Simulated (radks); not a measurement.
# Sb⁺ inside a hard spherical wall

What does compression do to the levels of Sb⁺? A hard sphere of shrinking radius stands in for pressure; the configuration is held at [Kr] 4d10 5s2 5p2.

Program: radks (a radial shooting solver on a logarithmic mesh, Libxc functionals) version 1. Level of theory: scalar-relativistic Kohn-Sham, LDA (Slater exchange, Perdew-Wang correlation), spin-polarised, spherical densities, point nucleus; open shells are filled with parallel spins first. These are calculated values, not measurements, unless marked.

### 1 Starting point

```
element       : antimony (Z = 51)
charge        : +1
electrons     : 50
configuration : [Kr] 4d10 5s2 5p2
```

Outer shells as boxes (Hund's rule):

Sb⁺
```
[Kr] core
4d [↑↓][↑↓][↑↓][↑↓][↑↓]
5s [↑↓]
5p [↑ ][↑ ][  ]
```

### 2 The free atom

The run's settings:

```text
Z 51
configuration [Kr] 4d10 5s2 5p2 6s0 4f0 5d0
relativity scalar-relativistic
functional lda,pw
spin polarised
nucleus point
c 137.035999084
```

### 3 Wall at 20 bohr

Settings, as their differences from step 2:

```diff
@@ -6,2 +6,3 @@
 nucleus point
+wall 20 bohr
 c 137.035999084
```

### 4 Wall at 12 bohr

Settings, as their differences from step 3:

```diff
@@ -6,3 +6,3 @@
 nucleus point
-wall 20 bohr
+wall 12 bohr
 c 137.035999084
```

### 5 Wall at 10 bohr

Settings, as their differences from step 4:

```diff
@@ -6,3 +6,3 @@
 nucleus point
-wall 12 bohr
+wall 10 bohr
 c 137.035999084
```

### 6 Wall at 8 bohr

Settings, as their differences from step 5:

```diff
@@ -6,3 +6,3 @@
 nucleus point
-wall 10 bohr
+wall 8 bohr
 c 137.035999084
```

### 7 Wall at 7 bohr

Settings, as their differences from step 6:

```diff
@@ -6,3 +6,3 @@
 nucleus point
-wall 8 bohr
+wall 7 bohr
 c 137.035999084
```

### 8 Wall at 5 bohr

Settings, as their differences from step 7:

```diff
@@ -6,3 +6,3 @@
 nucleus point
-wall 7 bohr
+wall 5 bohr
 c 137.035999084
```

### 9 Wall at 3 bohr

Settings, as their differences from step 8:

```diff
@@ -6,3 +6,3 @@
 nucleus point
-wall 5 bohr
+wall 3 bohr
 c 137.035999084
```

### 10 Wall at 2.5 bohr

Settings, as their differences from step 9:

```diff
@@ -6,3 +6,3 @@
 nucleus point
-wall 3 bohr
+wall 2.5 bohr
 c 137.035999084
```

### 11 Wall at 2 bohr

Settings, as their differences from step 10:

```diff
@@ -6,3 +6,3 @@
 nucleus point
-wall 2.5 bohr
+wall 2 bohr
 c 137.035999084
```

### 12 Wall at 1.5 bohr

Settings, as their differences from step 11:

```diff
@@ -6,3 +6,3 @@
 nucleus point
-wall 2 bohr
+wall 1.5 bohr
 c 137.035999084
```

**Question.** What will these runs give? Wanted: for each run, R; E − E(free); ε(5p); ε(6s, empty); ε(5d, empty); ε(4f, empty); pressure.

**Answer**, as computed:

| R (bohr) | E − E(free) (eV) | ε(5p) (eV) | ε(6s, empty) (eV) | ε(5d, empty) (eV) | ε(4f, empty) (eV) | pressure (GPa) |
| --- | --- | --- | --- | --- | --- | --- |
| free | 0.000 | -12.735 | -4.757 | -3.767 | -0.946 | 0 |
| 20 | 0.000 | -12.735 | -4.757 | -3.767 | -0.806 | < 0.0001 |
| 12 | 0.000 | -12.735 | -4.725 | -3.748 | -0.087 | < 0.0001 |
| 10 | 0.000 | -12.734 | -4.588 | -3.677 | 0.504 | 0.000622 |
| 8 | 0.013 | -12.710 | -3.902 | -3.354 | 1.718 | 0.0285 |
| 7 | 0.067 | -12.631 | -2.830 | -2.863 | 2.851 | 0.191 |
| 5 | 1.656 | -11.274 | 5.831 | 1.030 | 8.075 | 9.05 |
| 3 | 44.779 | 6.973 | 72.499 | 31.678 | 29.014 | 773 |
| 2.5 | 116.18 | 29.366 | 137.43 | 62.499 | 44.243 | 3238 |
| 2 | 347.73 | 88.321 | 284.04 | 133.83 | 75.481 | 17844 |
| 1.5 | 1304.1 | 274.29 | 681.88 | 332.40 | 155.68 | 146358 |

In words: Eigenvalues are for spin up. At the tightest wall, 1.5 bohr, the energy stands 1304.1 eV above the free atom and the pressure, −dE/dV, is 146358 GPa. Of the levels in the table that exist at both ends, 6s (empty) rises most from the free atom (686.64 eV). From R = 3 bohr inwards the highest occupied level lies above zero, pushed up by confinement. Shells are not refilled when levels cross, and a hard wall is a model, not a crystal.
